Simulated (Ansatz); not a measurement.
## AlH3O2Si, SMILES [OH][Al]1[O][SiH2]1: a rigid scan of one bond length, step by step

Computed with the Python package of Ansatz (0.2.0).

At the Python prompt:
```pycon
>>> import ansatz as az
>>> import numpy as np
>>> system = (
...     az.Crystal.molecule()
...     .atom("O", (-2.0111, -1.0503, -1.1462))
...     .atom("Al", (-0.8775, -0.6151, 0.1845))
...     .atom("O", (0.6795, -0.9745, 1.0357))
...     .atom("Si", (1.1647, 0.6116, 0.4586))
...     .atom("H", (-2.2403, -0.14, -1.6067))
...     .atom("H", (1.1564, 1.5861, 1.5647))
...     .atom("H", (2.1896, 0.5142, -0.5362))
... )
>>> symbols = [site.symbol for site in system.cartesian_sites]
>>> start = np.array([site.position_ang for site in system.cartesian_sites])
>>> axis = (start[4] - start[0]) / np.linalg.norm(start[4] - start[0])
>>> moving = [4]
>>> lengths, energies = [0.92, 0.962, 1.004, 1.046, 1.087, 1.129, 1.171, 1.234], []
>>> for length in lengths:
...     xyz = start.copy()
...     xyz[moving] += (length - np.linalg.norm(start[4] - start[0])) * axis
...     point = az.Crystal.molecule()
...     for symbol, place in zip(symbols, xyz):
...         point = point.atom(symbol, place.tolist())
...     calc = (
...         point.calculation()
...         .basis(gaussian="6-31G*")
...         .functional("R2SCAN0")
...     )
...     r = calc.run(threads=1, pin="off").report
...     energies.append(r["free_energy_ev"])
...     print(f"r = {length:6.3f} A  E = {energies[-1]:.5f} eV  <S^2> = {abs(r['mean_field']['state']['spin_squared']):.3f}")
...
r =  0.920 A  E = -18612.87735 eV  <S^2> = 0.000
r =  0.962 A  E = -18612.93301 eV  <S^2> = 0.000
r =  1.004 A  E = -18612.89466 eV  <S^2> = 0.000
r =  1.046 A  E = -18612.78650 eV  <S^2> = 0.000
r =  1.087 A  E = -18612.63134 eV  <S^2> = 0.000
r =  1.129 A  E = -18612.43558 eV  <S^2> = 0.000
r =  1.171 A  E = -18612.21344 eV  <S^2> = 0.000
r =  1.234 A  E = -18611.84873 eV  <S^2> = 0.000
>>> fit = np.polynomial.Polynomial.fit(lengths, np.array(energies) - min(energies), 4).convert()
>>> roots = [r.real for r in fit.deriv().roots() if abs(r.imag) < 1e-9 and fit.deriv(2)(r.real) > 0]
>>> r_e = min(roots, key=lambda r: abs(r - lengths[int(np.argmin(energies))]))
>>> print(f"minimum of the fit at {r_e:.4f} A, force constant {fit.deriv(2)(r_e):.2f} eV/A^2")
minimum of the fit at 0.9641 A, force constant 51.81 eV/A^2
```

Notes:
- The settings weren't tested for convergence.
- The rest of the molecule is held rigid at a force-field or estimated start geometry, and the basis set is modest; single-reference methods fail as a bond breaks.
- The orbitals are restricted, so S² is zero by construction.
- Run time: 32 s on 1 thread of Arm Neoverse V2, on a shared host, peak memory 0.22 GiB.
